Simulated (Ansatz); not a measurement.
**BiN (WC type): other levels of theory at one geometry**

The task here is to estimate one member of a computed series from the others.

Program: Ansatz 0.2.0. Level of theory: DFT at several levels, plane waves, PAW. These are calculated values, not measurements.

1 further run of the same task is left out (it didn't finish). Runs told in other sessions of the task aren't counted.

## Starting point

The structure is hexagonal, space group P-6m2 (No. 187). The conventional cell has a = 3.489 Å, b = 3.489 Å, c = 3.265 Å, α = 90.00°, β = 90.00°, γ = 120.00°. Around Bi (site symmetry -6m2) lie 6 N at 2.59 Å. Around N (site symmetry -6m2) lie 6 Bi at 2.59 Å.

As a file:

```
Bi N
1.0
     3.48937    0.00000    0.00000
    -1.74468    3.02188    0.00000
     0.00000    0.00000    3.26518
Bi N
1 1
Direct
  0.00000 0.00000 0.00000
  0.66667 0.33333 0.50000
```

An earlier run at PBE left this cell at 17.215 Å³/atom and 0.00 GPa (12×12×10 mesh), no gap.

Levels to run: PBE+SOC; r²SCAN; PBEsol; LDA; HSE06. Hardware: 2 threads of Arm Neoverse V1, shared host.

The first run:

input.yaml

```yaml
crystal:
  lattice:
    - [3.4893699739, 0.0, 0.0]
    - [-1.744684987, 3.0218830406, 0.0]
    - [0.0, 0.0, 3.2651770091]
  atoms:
    - { symbol: Bi, position: [0.0, 0.0, 0.0] }
    - { symbol: "N", position: [0.6666666667, 0.3333333333, 0.5] }
basis:
  ecutwfc: 420
  ecutrho_ratio: 4
kpoints:
  mp_grid: { grid: [12, 12, 10] }
hamiltonian:
  xc: pbe
scf:
  occupations: { method: gaussian, width: 0.05 }
output:
  forces: true
  stress: true
  eigenvalues: true
  populations: true
  dos: { projected: true, de: 0.02 }
  write_density: true
  write_potential: true
  elf: true
  volumetric_format: npy
magnetization:
  noncollinear: true
  spin_orbit: true
```

Launch:

```sh
ansatz run input.yaml --threads 2 --pin off --max-ram 2662MiB --backend cpu --events-out ev --progress --plain --runs-dir out
```

Steps of the session up to this table: PBE+SOC; r²SCAN; PBEsol; LDA; HSE06.

One table of the session follows, with a row left open; its other results are not shown here.

```
  level  pressure (GPa)
    PBE             0.0
    LDA            -7.4
 PBEsol            -4.6
PBE+SOC             1.1
 r²SCAN            -2.7
  HSE06               ?
```

Q: Estimate the row for HSE06 from the others.

As computed: pressure (GPa): -4.4. In the column «pressure (GPa)» it lies between PBEsol (-4.6) and r²SCAN (-2.7).

The pressure runs from -7.4 GPa (LDA) to 1.1 GPa (PBE+SOC); a negative pressure means that level wants a smaller cell, a positive one a larger cell. Total energies of different levels have different zeros and can't be compared.

Limits of these values: Warnings in the runs' records: filled band counts differ across k points, stress scf threshold loose, stress exchange threshold loose.
